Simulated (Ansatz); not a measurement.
# NaTl2MoI6: a short molecular-dynamics run

What does NaTl2MoI6 do over 40 steps of 3 fs under a Nosé-Hoover thermostat at 100 K? The cell is a randomly packed cell of 10 atoms, taken as it stands, without a relaxation.

Method: DFT PBE, plane waves, PAW, scalar-relativistic, no spin polarisation, in Ansatz 0.2.0.

The cell holds 10 atoms (I6MoNaTl2): a = 6.534 Å, b = 7.342 Å, c = 8.158 Å, α = 81.62°, β = 80.20°, γ = 93.36°.

Structure file:

```
Tl I Na Mo
1.0
     6.44951   -0.41918    0.96071
    -0.07641    7.30054    0.77241
     0.21540    0.33643    8.14788
Tl I Na Mo
2 6 1 1
Direct
  0.96245 0.60330 0.59916
  0.26234 0.33502 0.20266
  0.28004 0.86459 0.27008
  0.97405 0.10532 0.61013
  0.46710 0.64994 0.58469
  0.71321 0.31019 0.93815
  0.72847 0.41718 0.31836
  0.07810 0.68884 0.97428
  0.79143 0.96517 0.26365
  0.60539 0.83156 0.90687
```

The structure above is the start of the run; the results belong to its end.

| quantity | value |
| --- | --- |
| length | 40 steps of 3 fs |
| temperature, first and last step | 100 and 712 K |
| temperature, second half | mean 909 K, from 712 to 1035 K |
| potential energy, second half | -242 meV/atom from the start |
| largest change of the conserved energy | 0.15 meV/atom |
| mean square displacement, second half | Mo 0.139, I 0.112, Na 0.007, Tl 0.004 Å² |

**Reading.** Against a set 100 K the second half averages 909 K, going from 930 to 712 K over that half; the potential energy of that half lies 242 meV/atom under the start, so the atoms have moved to lower-lying arrangements, and the energy set free heats the cell. The conserved energy strays from its start by at most 0.15 meV/atom, 0.2 % of the mean kinetic energy, so a step of 3 fs is short enough over this time. Over the second half Mo atoms stand 0.4 Å (root mean square) from where they began, and the farthest move is 0.7 Å. A run of 120 fs with 10 atoms shows the motion but fixes no equilibrium value.

Which input would start the first run of this session?

A: The one that was run. It is one of several that fit.

input.yaml reads:

```yaml
crystal:
  lattice:
    - [6.449513, -0.419183, 0.960705]
    - [-0.076407, 7.300541, 0.772411]
    - [0.215395, 0.33643, 8.147882]
  atoms:
    - { symbol: Tl, position: [0.962454, 0.603299, 0.59916] }
    - { symbol: Tl, position: [0.262336, 0.335016, 0.202656] }
    - { symbol: I, position: [0.280039, 0.864591, 0.270081] }
    - { symbol: I, position: [0.974045, 0.105323, 0.610127] }
    - { symbol: I, position: [0.467099, 0.64994, 0.584693] }
    - { symbol: I, position: [0.713213, 0.31019, 0.938152] }
    - { symbol: I, position: [0.728472, 0.417175, 0.318359] }
    - { symbol: I, position: [0.078099, 0.688837, 0.974282] }
    - { symbol: Na, position: [0.791429, 0.965165, 0.263654] }
    - { symbol: Mo, position: [0.60539, 0.831561, 0.906873] }
kpoints:
  mp_grid: { grid: [3, 2, 2] }
magnetization:
  spin_polarized: false
scf:
  occupations: { method: gaussian, width: 0.1 }
hamiltonian:
  pseudopotentials: { kind: paw }
  xc: pbe
basis:
  ecutwfc: 420
md:
  timestep: 3.0
  n_steps: 40
  ensemble: nvt_nose_hoover
  temperature: 100.0
  initial_velocities: maxwell_boltzmann
  seed: 470771
```

The run is started by

```console
$ ansatz run input.yaml --threads 2 --pin off --max-ram 2560MiB --backend cpu --events-out ev --progress --plain --runs-dir out
```
